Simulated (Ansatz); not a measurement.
# Si16B: the cost of one run

Method: DFT PBEsol, plane waves, PAW, scalar-relativistic, collinear spin, in Ansatz 0.2.0.

## 1. Starting point

The cell holds 17 atoms (BSi16): a = 7.679 Å, b = 7.679 Å, c = 7.679 Å, α = 60.00°, β = 60.00°, γ = 60.00°.

Structure file:

```cif
data_structure
_symmetry_space_group_name_H-M 'P 1'
_symmetry_Int_Tables_number 1
_cell_length_a 7.6792
_cell_length_b 7.6792
_cell_length_c 7.6792
_cell_angle_alpha 60.000
_cell_angle_beta 60.000
_cell_angle_gamma 60.000
_cell_volume 320.21
loop_
_atom_site_label
_atom_site_type_symbol
_atom_site_fract_x
_atom_site_fract_y
_atom_site_fract_z
_atom_site_occupancy
Si1 Si 0.00000 0.00000 0.00000 1
Si2 Si 0.12500 0.12500 0.12500 1
Si3 Si 0.00000 0.00000 0.50000 1
Si4 Si 0.12500 0.12500 0.62500 1
Si5 Si 0.00000 0.50000 0.00000 1
Si6 Si 0.12500 0.62500 0.12500 1
Si7 Si 0.00000 0.50000 0.50000 1
Si8 Si 0.12500 0.62500 0.62500 1
Si9 Si 0.50000 0.00000 0.00000 1
Si10 Si 0.62500 0.12500 0.12500 1
Si11 Si 0.50000 0.00000 0.50000 1
Si12 Si 0.62500 0.12500 0.62500 1
Si13 Si 0.50000 0.50000 0.00000 1
Si14 Si 0.62500 0.62500 0.12500 1
Si15 Si 0.50000 0.50000 0.50000 1
Si16 Si 0.62500 0.62500 0.62500 1
B1 B 0.37275 0.37514 0.88370 1
```

## 2. Relaxing the start

input.yaml

```yaml
crystal:
  lattice:
    - [0.0, 5.43, 5.43]
    - [5.43, 0.0, 5.43]
    - [5.43, 5.43, 0.0]
  atoms:
    - { symbol: Si, position: [0.0, 0.0, 0.0] }
    - { symbol: Si, position: [0.125, 0.125, 0.125] }
    - { symbol: Si, position: [0.0, 0.0, 0.5] }
    - { symbol: Si, position: [0.125, 0.125, 0.625] }
    - { symbol: Si, position: [0.0, 0.5, 0.0] }
    - { symbol: Si, position: [0.125, 0.625, 0.125] }
    - { symbol: Si, position: [0.0, 0.5, 0.5] }
    - { symbol: Si, position: [0.125, 0.625, 0.625] }
    - { symbol: Si, position: [0.5, 0.0, 0.0] }
    - { symbol: Si, position: [0.625, 0.125, 0.125] }
    - { symbol: Si, position: [0.5, 0.0, 0.5] }
    - { symbol: Si, position: [0.625, 0.125, 0.625] }
    - { symbol: Si, position: [0.5, 0.5, 0.0] }
    - { symbol: Si, position: [0.625, 0.625, 0.125] }
    - { symbol: Si, position: [0.5, 0.5, 0.5] }
    - { symbol: Si, position: [0.625, 0.625, 0.625] }
    - { symbol: B, position: [0.372754, 0.3751367, 0.8837013], spin: 1.0 }
magnetization:
  spin_polarized: true
basis:
  ecutwfc: 420.0
kpoints:
  mp_grid: { grid: [2, 2, 2] }
hamiltonian:
  xc: pbesol
  pseudopotentials: { kind: paw, azcp: { folder: soft_1 } }
scf:
  occupations: { method: fermi_dirac, width: 0.02 }
  lower_state_search: "off"
relax:
  f_tol: 0.08
  max_steps: 25
  adjacent_minimum: "off"
```

On the command line:

```console
> ansatz run input.yaml --threads 1 --pin off --max-ram 3072MiB --backend cpu --events-out ev --progress --plain --runs-dir out
```

What time and memory should one allow on 1 thread of Arm Neoverse V2, shared host?

About 40 s, with a peak of 0.65 GiB.
